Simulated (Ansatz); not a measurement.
# SiSnH₆: basis-set convergence

The task here is to estimate one member of a computed series from the others.

Method: one geometry, several basis sets; program: Ansatz 0.2.0, Gaussian basis.

The runs, in order: PBE0-D4/def2-SVP; ωB97M-V/def2-SVP; PBE0-D4/def2-QZVPP; ωB97M-V/def2-QZVPP; the functionals' def2-TZVPP values are taken from earlier runs.

### The geometry

All runs share one geometry, relaxed beforehand with PBE0-D4 in a triple-zeta def2 set. Sn takes the def2 core potential; no spin-orbit term is included.

SMILES `[SiH3][SnH3]`, 8 atoms, charge 0, spin multiplicity 1.

Atoms are counted from 1 here; the program's logs count them from 0.

Bond lengths: Si1–Sn2 2.560 Å, Si1–H3 1.487 Å, Si1–H4 1.487 Å, Si1–H5 1.487 Å, Sn2–H6 1.708 Å, Sn2–H7 1.708 Å, Sn2–H8 1.708 Å. Angles: Sn2–Si1–H3 110.1°, Sn2–Si1–H4 110.2°, Sn2–Si1–H5 110.2°, H3–Si1–H4 108.8°, H3–Si1–H5 108.8°, H4–Si1–H5 108.8°, Si1–Sn2–H6 110.7°, Si1–Sn2–H7 110.8°, Si1–Sn2–H8 110.8°, H6–Sn2–H7 108.2°, H6–Sn2–H8 108.2°, H7–Sn2–H8 108.2°.

Set-up of the first run:

File in.yaml:

```yaml
crystal:
  periodic: [false, false, false]
  atoms:
    - {symbol: Si, position_ang: [-0.621917, 0.121310, -1.152057]}
    - {symbol: Sn, position_ang: [0.611655, -0.129427, 1.077532]}
    - {symbol: H, position_ang: [-2.070424, 0.355213, -0.912454]}
    - {symbol: H, position_ang: [-0.465009, -1.111980, -1.967296]}
    - {symbol: H, position_ang: [-0.071565, 1.272367, -1.915268]}
    - {symbol: H, position_ang: [0.450385, 1.285868, 2.019251]}
    - {symbol: H, position_ang: [2.276165, -0.410721, 0.820464]}
    - {symbol: H, position_ang: [-0.017192, -1.439630, 1.974030]}
basis:
  gaussian: {orbitals: def2-SVP}
hamiltonian: {xc: pbe0, dispersion: d4}
output: {orbitals: {seedname: orbitals}}
```

Steps of the session up to this table: PBE0-D4 in def2-SVP; ωB97M-V in def2-SVP; PBE0-D4 in def2-QZVPP; ωB97M-V in def2-QZVPP.

One table of the session follows, with a row left open; its other results are not shown here.

It belongs to the step «Functionals by basis». 

```
functional       basis  HOMO (eV)  LUMO (eV)
   PBE0-D4    def2-SVP      -8.01       0.37
   PBE0-D4  def2-TZVPP          ?          ?
   PBE0-D4  def2-QZVPP      -8.00      -0.20
   ωB97M-V    def2-SVP      -9.97       2.12
   ωB97M-V  def2-TZVPP     -10.00       1.35
   ωB97M-V  def2-QZVPP     -10.00       0.97
```

Q: Estimate the row for PBE0-D4, def2-TZVPP from the others.

As computed: HOMO (eV): -8.00; LUMO (eV): -0.07.
